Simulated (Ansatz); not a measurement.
# The chromium atom (septet): from Hartree-Fock to the top rungs, def2-SVPD

How much of the correlation energy of the chromium atom (septet) does each wave-function method recover here?

Program: Ansatz 0.2.0, Gaussian basis. Level of theory: def2-SVPD, core rule «outside noble gas», up to 9 orbitals frozen. These are calculated values, not measurements.

The runs, in order: UHF; CCSD(T) on ROHF; CCSD(T) on UHF; CISD; CCSDT(Q) on ROHF; CCSDT(Q) on UHF; CISDTQ; CCSDTQ on ROHF; CCSDTQ on UHF; CASSCF and MRCISD+Q, 6 electrons in 6 orbitals; CASSCF and MRCISD+Q(relaxed), 6 electrons in 6 orbitals; CASSCF and NEVPT4(SD), 6 electrons in 6 orbitals; CASSCF and NEVPT2, 6 electrons in 6 orbitals; Full CI.

2 further runs of the same task are left out: 2 that didn't finish.

## 1. The atom

A free atom, in its lowest state of this spin that the program finds.

1 atom, charge 0, spin multiplicity 7.

## 2. UHF

The input, in.yaml:

```yaml
crystal:
  periodic: [false, false, false]
  atoms:
    - {symbol: Cr, position_ang: [0.000000, 0.000000, 0.000000]}
basis:
  gaussian: {orbitals: def2-SVPD}
magnetization: {spin_polarized: true, initial_magnetization: 6}
hamiltonian: {xc: hf}
output: {orbitals: {seedname: orbitals}}
```

Run with:

```console
ansatz run in.yaml --threads 1 --pin off --events-out ev --progress --plain --max-ram 2393MiB
```

After this run come: CCSD(T) on ROHF; CCSD(T) on UHF; CISD; CCSDT(Q) on ROHF; CCSDT(Q) on UHF; CISDTQ; CCSDTQ on ROHF; CCSDTQ on UHF; CASSCF and MRCISD+Q, 6 electrons in 6 orbitals; CASSCF and MRCISD+Q(relaxed), 6 electrons in 6 orbitals; CASSCF and NEVPT4(SD), 6 electrons in 6 orbitals; CASSCF and NEVPT2, 6 electrons in 6 orbitals; Full CI.

Q: Predict the results of all the runs planned. Wanted: FCI below the RHF energy; RMP2 from FCI; UMP2 from FCI; RCCSD from FCI; RCCSD(T) from FCI; UCCSD(T) from FCI; RCCSDT(Q) from FCI; UCCSDT(Q) from FCI; NEVPT2 valence from FCI.

As calculated:

```
                         quantity                                                                                                                                   value
         FCI below the RHF energy                                                                                                                              -1.6768 eV
                    RMP2 from FCI                                                                                                                            +18.0 kJ/mol
                    UMP2 from FCI                                                                                                                            +17.9 kJ/mol
                   RCCSD from FCI                                                                                                                             +4.2 kJ/mol
                RCCSD(T) from FCI                                                                                                                             +0.3 kJ/mol
                UCCSD(T) from FCI                                                                                                                             +0.2 kJ/mol
               RCCSDT(Q) from FCI                                                                                                                              0.0 kJ/mol
               UCCSDT(Q) from FCI                                                                                                                             -0.2 kJ/mol
          NEVPT2 valence from FCI                                                                                                                            +47.0 kJ/mol
      NEVPT4(SD) valence from FCI                                                                                                                             +7.6 kJ/mol
        MRCISD+Q valence from FCI                                                                                                                             +2.3 kJ/mol
levels within 1 kcal/mol (43 meV)  UCCSD, RCCSD(T), UCCSD(T), RCCSDT, UCCSDT, CISDTQ, RCCSDT(Q), UCCSDT(Q), RCCSDTQ, UCCSDTQ, MRCISD+Q valence, MRCISD+Q(relaxed) valence
                    T1 diagnostic                                                                                                                                   0.009
   effectively unpaired electrons                                                                                                                                    6.00
```

In words: RCCSD(T) misses by +0.3 kJ/mol, 0.2 % of the correlation energy. RCCSDT, UCCSDT fall below full CI: unrestricted runs freeze a spin-polarised core, another one than full CI's, and coupled cluster isn't variational. One determinant dominates. Of the multireference levels listed MRCISD+Q valence comes nearest in total energy (+2.3 kJ/mol), which doesn't show that its space is the better one. These misses are within one basis, not against nature; the frozen cores of restricted and unrestricted runs differ, which can shift their rows.
